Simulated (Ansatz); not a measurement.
# H2O2Zn: the cost of one run

Program: Ansatz 0.2.0, Gaussian basis. Level of theory: PBE0-D4/def2-TZVP structures, single points in def2-TZVPP, no counterpoise correction. These are calculated values, not measurements.

Levels: SPW92, PBE-D4, BLYP-D4, r2SCAN-D4, B97M-V, PBE0-D4, B3LYP-D4, r2SCAN0-D4, BHLYP-D4, CAM-B3LYP-D4, wB97X-V, wB97M-V, B2PLYP, PBE-QIDH, RPA on PBE, Hartree-Fock, MP2, CCSD, CCSD(T).

Cores are frozen in the correlated methods. The 3s and 3p shells of Cu and Zn are frozen; filled d shells are correlated. B3LYP uses VWN-RPA correlation. B2PLYP carries no dispersion term here.

94 further runs of the same task are left out: 94 set aside as unsound or not needed.

### Step 1. The starting structure

The complex: 7 atoms, charge 0, spin multiplicity 1.

Atoms are counted from 1 here; the program's logs count them from 0.

Bond lengths: Zn1–O3 1.771 Å, Zn1–O5 1.771 Å, H2–H4 0.751 Å, O3–H6 0.958 Å, O5–H7 0.958 Å. Angles: O3–Zn1–O5 175.0°, Zn1–O3–H6 115.7°, Zn1–O5–H7 115.7°.

Geometry (Å):

```
Zn    0.1074   -0.2062    0.4520
H    -0.3457    0.4641   -1.9062
O     0.4517   -1.7169   -0.4066
H    -0.4818    1.1235   -1.5732
O    -0.2696    1.3673    1.1729
H     0.6472   -2.4746    0.1463
H    -0.1093    1.4427    2.1146
```

Its parts: ZnH₂O₂ holds atoms 1, 3, 5, 6, 7; H₂ holds atoms 2, 4. Each part counts its atoms afresh in its own runs.

### Step 2. Relaxing ZnH₂O₂ alone

The input, relax-a/in.yaml:

```yaml
crystal:
  periodic: [false, false, false]
  atoms:
    - {symbol: Zn, position_ang: [0.107359, -0.206220, 0.451970]}
    - {symbol: O, position_ang: [0.451724, -1.716908, -0.406638]}
    - {symbol: O, position_ang: [-0.269594, 1.367328, 1.172931]}
    - {symbol: H, position_ang: [0.647216, -2.474625, 0.146347]}
    - {symbol: H, position_ang: [-0.109280, 1.442750, 2.114598]}
basis:
  gaussian: {orbitals: def2-TZVP}
hamiltonian: {xc: pbe0, dispersion: d4}
relax: {f_tol: 0.005, max_steps: 200}
```

Command:

```sh
> ansatz run in.yaml --threads 4 --pin off --events-out ev --progress --plain --max-ram 9574MiB
```

**Question.** How long does this run take on 4 threads of Arm Neoverse V2, shared host?

About 8 s.
